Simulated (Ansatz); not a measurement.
# One shape, several levels: BClF2 (chlorodifluoroborane)

Aim: a comparison of 6 runs (BLYP/STO-3G, SVWN5/STO-3G, UB3LYP/STO-3G, UMP2/STO-3G, CCSDT(Q)/STO-3G, CCSDT/STO-3G) of BClF2 (chlorodifluoroborane). 

Program for the calculation: Ansatz 0.2.0.

66 further runs of the same task are left out: 7 that didn't finish, 59 set aside as unsound or not needed.

## Step 1: Starting point

BClF2 has 4 atoms, charge 0, and is taken as a singlet. SMILES: `FB(F)Cl`. The B2–F1 distance was set to 3.276 Å, away from the relaxed value. At this shape a bond of the SMILES string is far longer than usual.

Bond lengths: B2–F3 1.310 Å, B2–Cl4 1.740 Å. Angles: F3–B2–Cl4 120.5°.

## Step 2: A single-point energy at BLYP/STO-3G (run 1)

in.yaml

```yaml
crystal:
  periodic: [false, false, false]
  atoms:
    - {symbol: F, position_ang: [-0.333598, -3.073777, -1.272741]}
    - {symbol: B, position_ang: [-0.067100, -0.041300, -0.062000]}
    - {symbol: F, position_ang: [-1.011600, 0.830100, -0.317700]}
    - {symbol: Cl, position_ang: [1.307900, 0.405300, 0.905700]}
basis:
  gaussian:
    orbitals: STO-3G
accuracy: high
hamiltonian:
  xc: {name: BLYP}
```

Run with:

```sh
ansatz run in.yaml --threads 1 --pin off --max-ram 2610MiB --events-out events.jsonl --progress --plain --runs-dir runs
```

The log of the run:

```text
Warning: RAYON_NUM_THREADS=1 ignored (pool sized by the plan → 1); use --threads N
Functional definition: BLYP
  name "BLYP"
  parameter beta = 0.0042
  parameter a = 0.04918
  parameter b = 0.132
  parameter c = 0.2533
  parameter d = 0.349
  exchange = b88_x(beta = beta)
  correlation = lyp_c(a = a, b = b, c = c, d = d)
407 factors; integrals over basis functions are off by at most 4.1e-8 eV
mean field evaluation 1: about -18388.7685 eV, gradient 2.1e1 eV
mean field evaluation 2: about -18014.4045 eV, gradient 3.7e1 eV
mean field evaluation 4: about -18389.5348 eV, gradient 1.3e1 eV
mean field evaluation 8: about -18389.4878 eV, gradient 1.3e1 eV
mean field evaluation 16: about -18401.4044 eV, gradient 1.5e-3 eV
mean field evaluation 32: about -18400.4750 eV, gradient 1.5e1 eV
mean field -18401.40441579 eV, -676.2391393602 hartree, gradient 9.1e-9 eV, S^2 0.000000; 4 other end points of the search recorded, 0 dependent functions left out
reference -18401.40444803 eV, -676.2391405451 hartree; 20, 20 occupied and 4, 4 virtual orbitals, 407 factors
Total energy: -18401.40444803 eV, -676.2391405451 hartree
```

Wall time 1.7 s (1 thread of Arm Neoverse V1, shared host); peak memory 0.097 GiB.

## Step 3: The energy at SVWN5/STO-3G (run 2)

run.yaml

```yaml
crystal:
  periodic: [false, false, false]
  atoms:
    - {symbol: F, position_ang: [-0.333598, -3.073777, -1.272741]}
    - {symbol: B, position_ang: [-0.067100, -0.041300, -0.062000]}
    - {symbol: F, position_ang: [-1.011600, 0.830100, -0.317700]}
    - {symbol: Cl, position_ang: [1.307900, 0.405300, 0.905700]}
basis:
  gaussian:
    orbitals: STO-3G
hamiltonian:
  xc: {name: SVWN5}
accuracy: high
```

Run with:

```sh
ansatz run run.yaml --threads 1 --pin off --max-ram 2610MiB --events-out events.jsonl --progress --plain --runs-dir runs
```

The log of the run:

```text
Warning: RAYON_NUM_THREADS=1 ignored (pool sized by the plan → 1); use --threads N
Functional definition: SVWN5
  name "SVWN5"
  exchange = slater_x
  correlation = vwn5_c
407 factors; integrals over basis functions are off by at most 4.1e-8 eV
mean field evaluation 1: about -18307.1889 eV, gradient 2.2e1 eV
mean field evaluation 2: about -17932.1582 eV, gradient 4.1e1 eV
mean field evaluation 4: about -18308.1195 eV, gradient 1.4e1 eV
mean field evaluation 8: about -18308.0686 eV, gradient 1.4e1 eV
mean field evaluation 16: about -18319.8620 eV, gradient 1.2e-1 eV
mean field evaluation 32: about -18318.9617 eV, gradient 1.2e1 eV
mean field -18319.86217930 eV, -673.2425174406 hartree, gradient 1.4e-8 eV, S^2 0.000000; 4 other end points of the search recorded, 0 dependent functions left out
reference -18319.86218064 eV, -673.2425174898 hartree; 20, 20 occupied and 4, 4 virtual orbitals, 407 factors
Total energy: -18319.86218064 eV, -673.2425174898 hartree
```

Wall time 1.2 s (1 thread of Arm Neoverse V1, shared host); peak memory 0.094 GiB.

Runs 3 to 4 aren't shown in full; the table further down has their settings and results.

## Step 4: A single-point energy at CCSDT(Q)/STO-3G (run 5)

Edit in.yaml of step 2 so:

```diff
@@ -10,4 +10,7 @@
     orbitals: STO-3G
+scf:
+  omitted_lower_state_checks: [cluster_reference, increment]
+correlation:
+  method: ccsdt_q
+  frozen_orbitals: {B: 1, Cl: 5, F: 1}
 accuracy: high
-hamiltonian:
-  xc: {name: BLYP}
```

Run with:

```sh
ansatz run in.yaml --threads 1 --pin off --max-ram 2610MiB --events-out events.jsonl --progress --plain --runs-dir runs
```

The log of the run:

```text
Warning: RAYON_NUM_THREADS=1 ignored (pool sized by the plan → 1); use --threads N
[... 14 lines left out ...]
8 core orbitals not correlated: weight in the atoms' cores, before any rotation towards them, 1.000 or more for the frozen orbitals, at most 0.000 for the correlated occupied ones
[... 97 lines left out ...]
WARN: these amplitudes may be one of several solutions (largest doubles amplitude 0.93, level shift 17.68 eV)
Total energy: -18369.70878223 eV, -675.0743463111 hartree
Checks for a lower state left out: cluster_reference, increment
```

Wall time 1.8 s (1 thread of Arm Neoverse V1, shared host).

## Step 5: The energy at CCSDT/STO-3G (run 6)

in.yaml

```yaml
crystal:
  periodic: [false, false, false]
  atoms:
    - symbol: F
      position_ang: [-0.333598, -3.073777, -1.272741]
    - symbol: B
      position_ang: [-0.067100, -0.041300, -0.062000]
    - symbol: F
      position_ang: [-1.011600, 0.830100, -0.317700]
    - symbol: Cl
      position_ang: [1.307900, 0.405300, 0.905700]
basis:
  gaussian: {orbitals: STO-3G}
accuracy: high
scf: {omitted_lower_state_checks: [cluster_reference, increment]}
correlation: {method: ccsdt, frozen_orbitals: {B: 1, Cl: 5, F: 1}}
magnetization: {spin_polarized: false}
```

Run with:

```sh
ansatz run in.yaml --threads 1 --pin off --max-ram 2610MiB --events-out events.jsonl --progress --plain --runs-dir runs
```

The log of the run:

```text
Warning: RAYON_NUM_THREADS=1 ignored (pool sized by the plan → 1); use --threads N
[... 14 lines left out ...]
8 core orbitals not correlated: weight in the atoms' cores, before any rotation towards them, 1.000 or more for the frozen orbitals, at most 0.000 for the correlated occupied ones
[... 96 lines left out ...]
WARN: these amplitudes may be one of several solutions (largest doubles amplitude 0.93, level shift 17.68 eV)
Total energy: -18369.66879564 eV, -675.0728768311 hartree
Checks for a lower state left out: cluster_reference, increment
```

Run time: 1.7 s. Hardware: 1 thread of Arm Neoverse V1, shared host.

## Step 6: The series

```csv
run,level,frozen core orbitals,energy (Eh),wall time
1,BLYP/STO-3G,–,-676.239141,1.7 s
2,SVWN5/STO-3G,–,-673.242517,1.2 s
3,UB3LYP/STO-3G,–,-676.389980,12 s
4,UMP2/STO-3G,8,-675.056495,1.4 s
5,CCSDT(Q)/STO-3G,8,-675.074346,1.8 s
6,CCSDT/STO-3G,8,-675.072877,1.7 s
```

## Step 7: Summary of results

| quantity | value |
| --- | --- |
| run 6: total energy | -675.07288 Eh |
| run 6: correlation energy (8 core orbitals frozen) | -344.2 mEh |
| run 6: T1 diagnostic | 0.035 |

**Reading.** Totals of different functionals can't be ranked against each other. In runs 5, 6 the log says that unrestricted orbitals would lower the reference, so the values rest on an unstable closed-shell determinant (other closed-shell runs at this shape may share the fault). In runs 1, 2, 3, 4, 5, 6 the basis is minimal, so the values are rough. Spin contamination of the reference: run 4 ⟨S²⟩ = 1.00, run 3 ⟨S²⟩ = 0.98. Where it is this large, the reference is a mixture of spin states, and values that rest on it are in doubt. All runs together took 19 s, the longest 12 s.
